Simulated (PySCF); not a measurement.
**A diatomic session: Be₂**

Aim: find the lowest electronic state of Be₂, scan its bond at several levels of theory, and get bond length, wavenumber and dissociation energy from each curve.

Method: Be 6-311G(d,p), no relativity; program: PySCF 2.14.0.

## (1) The job

A driver script around PySCF takes these settings:

```yaml
atoms: Be, Be
charge: 0
basis: Be 6-311G(d,p)
Hamiltonian: no relativity
basis_functions: 36
electrons_treated: 8
masses_in_u: 9.0122, 9.0122
levels: PBE0, PBE, r²SCAN, MN15, M06-L, BHandHLYP, ωB97X, HF, MP2, SCS-MP2, CCSD, CCSD(T)
grid: 80 radial by 434 angular points
occupations: held fixed by the projection of orbital angular momentum
dissociation_limit: Be + Be, each in its ground configuration
starting_distance_in_angstrom: 1.920
values_of_2S_to_try: 0, 2
```

Command:

```bash
> OMP_NUM_THREADS=1 python dia.py task.json out
```

After this run come: The PBE0 curve of the state that the search chose; Higher solutions at PBE0; PBE; r²SCAN (meta-GGA); MN15; M06-L (meta-GGA); BHandHLYP (global hybrid GGA); ωB97X (range-separated hybrid); RHF; Correlated methods on the Hartree–Fock reference.

Q: Predict the outcome of this session. Wanted: for each run, Re; ωe; De.

As calculated:

Lowest PBE0 solution found, without spin–orbit coupling: ¹Σg⁺ (singlet), closed shell. The other levels ran on it alone.

| level | Re (Å) | ωe (cm⁻¹) | De (eV) |
| --- | --- | --- | --- |
| RHF-CCSD(T) | 2.587 | 175.3 | 0.008 |
| PBE | 2.434 | 348 | 0.425 |
| r²SCAN | 2.482 | 328 | 0.357 |
| M06-L | 2.518 | 343 | 0.315 |
| PBE0 | 2.510 | 295.6 | 0.282 |
| MN15 | 2.697 | 185.9 | 0.159 |
| BHandHLYP | 2.687 | 169.0 | 0.047 |
| ωB97X | 2.904 | 125.2 | 0.084 |

De is counted to Be + Be in their ground configurations. No constants: RHF (no minimum is bracketed among the points kept); RHF-MP2 (fits of two degrees disagree); RHF-SCS-MP2 (no minimum is bracketed among the points kept); RHF-CCSD (no minimum is bracketed among the points kept).

Bond lengths run from 2.434 Å (PBE) to 2.904 Å (ωB97X). CCSD(T) can't serve as the judge here: for a weak bond in this basis it is far from its limit. Among the levels with a De in the table, it runs from 0.008 eV (RHF-CCSD(T)) to 0.425 eV (PBE).

The bond is weak, and basis-set superposition, which was not computed, may be a sizeable part of it.
